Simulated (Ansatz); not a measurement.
# CH5AlO (SMILES [CH3][AlH][OH]): revPBE/aug-cc-pVDZ

Aim: the electronic atomisation energy of CH5AlO at revPBE/aug-cc-pVDZ, from 5 runs. 

The results are computed with Ansatz 0.2.0.

42 further runs of the same task are left out: 42 set aside as unsound or not needed.

### 1 The molecule

The species is CH5AlO (8 atoms), meant as a singlet with charge 0. As SMILES, `[CH3][AlH][OH]`. The coordinates come from a PBE0-D4/def2-TZVP relaxation. This is one conformer, not always the lowest.

Bond lengths: C1–Al2 1.941 Å, Al2–O3 1.701 Å, C1–H4 1.095 Å, C1–H5 1.092 Å, C1–H6 1.095 Å, Al2–H7 1.589 Å, O3–H8 0.956 Å. Angles: C1–Al2–O3 117.6°, C1–Al2–H7 124.2°, O3–Al2–H7 118.3°, Al2–C1–H4 111.0°, Al2–C1–H5 111.9°, Al2–C1–H6 111.2°, Al2–O3–H8 122.5°, H4–C1–H5 107.9°, H4–C1–H6 106.4°, H5–C1–H6 108.2°.

### 2 A single-point energy at revPBE/aug-cc-pVDZ

run.yaml

```yaml
basis:
  gaussian: {orbitals: aug-cc-pVDZ}
crystal:
  periodic: [false, false, false]
  atoms:
    - symbol: C
      position_ang: [-0.777900, 0.982200, -0.070900]
    - symbol: Al
      position_ang: [0.579700, -0.394200, -0.239900]
    - symbol: O
      position_ang: [0.544600, -1.676400, 0.876800]
    - symbol: H
      position_ang: [-0.325100, 1.954500, 0.149300]
    - symbol: H
      position_ang: [-1.491400, 0.755400, 0.724300]
    - symbol: H
      position_ang: [-1.335700, 1.105000, -1.004800]
    - symbol: H
      position_ang: [1.716800, -0.394500, -1.350200]
    - symbol: H
      position_ang: [1.181200, -2.389100, 0.859500]
hamiltonian: {xc: {name: revPBE}}
accuracy: high
output: {orbitals: {seedname: orbitals}}
```

Run with:

```sh
$ ansatz run run.yaml --threads 1 --pin off --max-ram 3480MiB --events-out events.jsonl --progress --plain --runs-dir runs
```

Standard output:

```text
Warning: RAYON_NUM_THREADS=1 ignored (pool sized by the plan → 1); use --threads N
Functional definition: revPBE
  name "revPBE"
  parameter kappa = 1.245
  parameter beta = 0.06672455060314922
  exchange = pbe_x(kappa = kappa, mu = beta*pi^2/3)
  correlation = pbe_c(beta = beta)
2328 factors; integrals over basis functions are off by at most 3.4e-9 eV
mean field evaluation 1: about -9744.7629 eV, gradient 8.9e1 eV
mean field evaluation 2: about -9665.1907 eV, gradient 1.9e2 eV
mean field evaluation 4: about -9761.0183 eV, gradient 1.8e1 eV
mean field evaluation 8: about -9761.7658 eV, gradient 2.1e-1 eV
mean field evaluation 16: about -9761.7659 eV, gradient 8.4e-6 eV
mean field -9761.76591355 eV, -358.7382805603 hartree, gradient 9.5e-8 eV, S^2 0.000000; 0 other end points of the search recorded, 0 dependent functions left out
reference -9761.76592620 eV, -358.7382810253 hartree; 16, 16 occupied and 102, 102 virtual orbitals, 2328 factors
Total energy: -9761.76592620 eV, -358.7382810253 hartree
```

It took 10 s on 1 thread of Arm Neoverse V2, shared host; peak memory 0.34 GiB.

### 3 The Al atom at the same level

run.yaml

```yaml
crystal:
  periodic: [false, false, false]
  atoms:
    - symbol: Al
      position_ang: [0.000000, 0.000000, 0.000000]
basis:
  gaussian: {orbitals: aug-cc-pVDZ}
magnetization: {spin_polarized: true, initial_magnetization: 1}
accuracy: high
hamiltonian: {xc: {name: revPBE}}
```

Run the same way, it converges to -242.31067 Eh (log not shown).

### 4 The C atom

input.yaml

```yaml
crystal:
  periodic: [false, false, false]
  atoms:
    - symbol: C
      position_ang: [0.000000, 0.000000, 0.000000]
basis:
  gaussian:
    orbitals: aug-cc-pVDZ
hamiltonian:
  xc: {name: revPBE}
magnetization:
  spin_polarized: true
  initial_magnetization: 2
accuracy: high
```

Run the same way, it converges to -37.84106 Eh (log not shown).

### 5 The H atom

input.yaml

```yaml
crystal:
  periodic: [false, false, false]
  atoms:
    - {symbol: H, position_ang: [0.000000, 0.000000, 0.000000]}
basis:
  gaussian:
    orbitals: aug-cc-pVDZ
magnetization:
  spin_polarized: true
  initial_magnetization: 1
hamiltonian:
  xc: {name: revPBE}
accuracy: high
```

Run with:

```sh
$ ansatz run input.yaml --threads 1 --pin off --max-ram 3480MiB --events-out events.jsonl --progress --plain --runs-dir runs
```

Standard output:

```text
Warning: RAYON_NUM_THREADS=1 ignored (pool sized by the plan → 1); use --threads N
[... 6 set-up lines as earlier in the session ...]
42 factors; integrals over basis functions are off by at most 4.4e-8 eV
mean field evaluation 1: about -13.7035 eV, gradient 6.2e-1 eV
mean field evaluation 2: about -13.7100 eV, gradient 1.1e-1 eV
mean field evaluation 4: about -13.7089 eV, gradient 7.8e-4 eV
mean field evaluation 8: about -13.7089 eV, gradient 5.8e-9 eV
mean field -13.70891630 eV, -0.5037933817 hartree, gradient 4.2e-8 eV, S^2 0.750000; 0 other end points of the search recorded, 0 dependent functions left out
reference -13.70892273 eV, -0.5037936180 hartree; 1, 0 occupied and 8, 9 virtual orbitals, 42 factors
Total energy: -13.70892273 eV, -0.5037936180 hartree
```

It took 0.14 s on 1 thread of Arm Neoverse V2, shared host.

### 6 The O atom, same level

job.yaml

```yaml
crystal:
  periodic: [false, false, false]
  atoms:
    - symbol: O
      position_ang: [0.000000, 0.000000, 0.000000]
basis:
  gaussian: {orbitals: aug-cc-pVDZ}
magnetization: {spin_polarized: true, initial_magnetization: 2}
hamiltonian: {xc: {name: revPBE}}
accuracy: high
```

Run the same way, it converges to -75.05303 Eh (log not shown).

### 7 What came out

At revPBE/aug-cc-pVDZ:

| quantity | value |
| --- | --- |
| molecule: total energy | -358.73828 Eh |
| molecule: HOMO energy | -6.68 eV |
| molecule: LUMO energy | -1.26 eV |
| molecule: HOMO–LUMO gap | 5.42 eV |
| Al atom: total energy | -242.31067 Eh |
| Al atom: ⟨S²⟩ | 0.756 |
| C atom: total energy | -37.84106 Eh |
| C atom: ⟨S²⟩ | 2.003 |
| H atom: total energy | -0.50379 Eh |
| H atom: ⟨S²⟩ | 0.750 |
| O atom: total energy | -75.05303 Eh |
| O atom: ⟨S²⟩ | 2.003 |
| electronic atomisation energy | 27.608 eV |

Taking the molecule apart into free atoms costs 27.61 eV (2664 kJ/mol), before zero-point energy and without spin-orbit coupling.
